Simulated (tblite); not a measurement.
# C3H9AlCl2Si: the cost of one run

Computed with tblite 0.8.0 and PySCF 2.14.0, with density-fitted response routines of our own, on a single molecule in the gas phase. Atoms count from 0, in the outputs and in this text.

## (1) The molecule as given

16 atoms, charge 0, multiplicity 1; geometry from: force field or distance geometry start.

Bonds of the start (Å): C0–C1 1.53, C1–C2 1.52, C1–Si3 1.88, C1–Al4 2.01, Al4–Cl5 2.22, Al4–Cl6 2.21, C0–H7 1.12, C0–H8 1.11, C0–H9 1.12, C2–H10 1.12, C2–H11 1.12, C2–H12 1.10, Si3–H13 1.47, Si3–H14 1.48, Si3–H15 1.48.

## (2) Geometry optimisation with GFN2-xTB

Job settings and geometry (Å):

```
{"job": {"kind": "relax", "xc": "GFN2-xTB", "basis": "xTB"}, "charge": 0, "multiplicity": 1}
C     -0.871600     0.516200     1.234800
C     -0.120900     0.047700    -0.015400
C     -1.085700    -0.344200    -1.118500
Si     0.954200    -1.431200     0.428900
Al     1.112900     1.497600    -0.645900
Cl     2.386500     1.150500    -2.425200
Cl     1.190900     3.442300     0.399500
H     -1.497600     1.411000     0.996700
H     -0.171200     0.795500     2.050400
H     -1.554400    -0.284700     1.617500
H     -1.772200    -1.159400    -0.787200
H     -1.725300     0.528700    -1.405300
H     -0.552400    -0.686800    -2.014800
H      1.702200    -1.885300    -0.753600
H      1.900400    -1.055500     1.498900
H      0.096700    -2.533600     0.927900
```

Command:

```sh
$ OMP_NUM_THREADS=1 python probes_run.py task.json out
```

This one command runs all jobs of the session in turn.

Q: Estimate the wall time and peak memory of this first job on 1 thread of Intel Xeon at 2.50GHz, shared host.

About 1.1 s, with a peak of 0.18 GiB.
